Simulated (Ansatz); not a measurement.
# Cl (sc type): how the settings move a single-point run

Aim: see which settings change the result for Cl (sc type), by how much, and at what cost.

Program: Ansatz 0.2.0. Level of theory: reference: DFT, LDA, PAW with Ansatz's default frozen-core files, scalar-relativistic. These are calculated values, not measurements.

## Step 1: The structure to begin with

The structure is cubic, space group Pm-3m (No. 221). The conventional cell has a = 2.073 Å, b = 2.073 Å, c = 2.073 Å, α = 90.00°, β = 90.00°, γ = 90.00°. Around Cl (site symmetry m-3m) lie 6 Cl at 2.07 Å.

Coordinates:

```xyz
1
Lattice="2.0726 0.0000 0.0000 0.0000 2.0726 0.0000 0.0000 0.0000 2.0726" Properties=species:S:1:pos:R:3 pbc="T T T"
Cl    0.0000    0.0000    0.0000
```

## Step 2: Reference

input.yaml reads:

```yaml
crystal:
  lattice:
    - [2.0725568879, 0.0, 0.0]
    - [0.0, 2.0725568879, 0.0]
    - [0.0, 0.0, 2.0725568879]
  atoms:
    - { symbol: Cl, position: [0.0, 0.0, 0.0] }
kpoints:
  mp_grid: { grid: [15, 15, 15] }
  band_path:
    path:
      - [0.0, 0.0, 0.0]
      - [0.0, 0.5, 0.0]
      - [0.5, 0.5, 0.0]
      - [0.0, 0.0, 0.0]
      - [0.5, 0.5, 0.5]
      - [0.0, 0.5, 0.0]
      - [0.5, 0.5, 0.5]
      - [0.5, 0.5, 0.0]
    npoints: 8
scf:
  occupations: { method: fermi_dirac, width: 0.08 }
hamiltonian:
  xc: lda
  pseudopotentials: { kind: paw }
output:
  forces: true
  stress: true
  eigenvalues: true
  populations: true
  dos: { projected: true, de: 0.2, e_range: [-14, 8] }
```

Command:

```sh
ansatz run input.yaml --threads 1 --pin off --max-ram 2048MiB --backend cpu --events-out ev --progress --plain --runs-dir out
```

## Step 3: Changed: dispersion d3bj

input.yaml: that of step 2 with these lines changed.

```diff
@@ -25,2 +25,3 @@
   pseudopotentials: { kind: paw }
+  dispersion: d3bj
 output:
@@ -30,2 +31 @@
   populations: true
-  dos: { projected: true, de: 0.2, e_range: [-14, 8] }
```

Before running it: what results should come out? Wanted: for each run, ending; energy change; pressure; gap; force.

**Answer**, as computed:

```csv
run,ending,energy change,pressure (GPa),gap (eV),force (eV/Å),cycles,time
reference,converged,0,223.8,0.00,0.00,6,1.5 s
1: dispersion d3bj,converged,-528.7 meV/atom (offset of the dispersion model),214.2,0.00,0.00,6,1.4 s
```

Times don't compare one to one where runs were asked for different outputs or read a saved state (see the inputs); cycles may leave out searches for a lower state.

Residual by cycle in the longest SCF loop of each run; runs are numbered as in the table. The quantity is the density residual dr2, in eV.

```csv
cycle,reference,run 1
1,0.111,0.111
2,0.0104,0.0104
3,2.8e-4,2.8e-4
4,9.5e-7,9.5e-7
5,1.9e-8,1.9e-8
6,1.9e-10,1.9e-10
```

What this shows: The energy moves by -528.7 meV/atom, nearly all of it the dispersion term itself (-528.7 meV/atom); that offset belongs to the model and is no gain or loss of stability; the pressure goes from 223.8 to 214.2 GPa. The damping parameters are borrowed, as the log notes. The structure is not at rest: the sound run finds 224 GPa, so these are no properties of the relaxed crystal. 
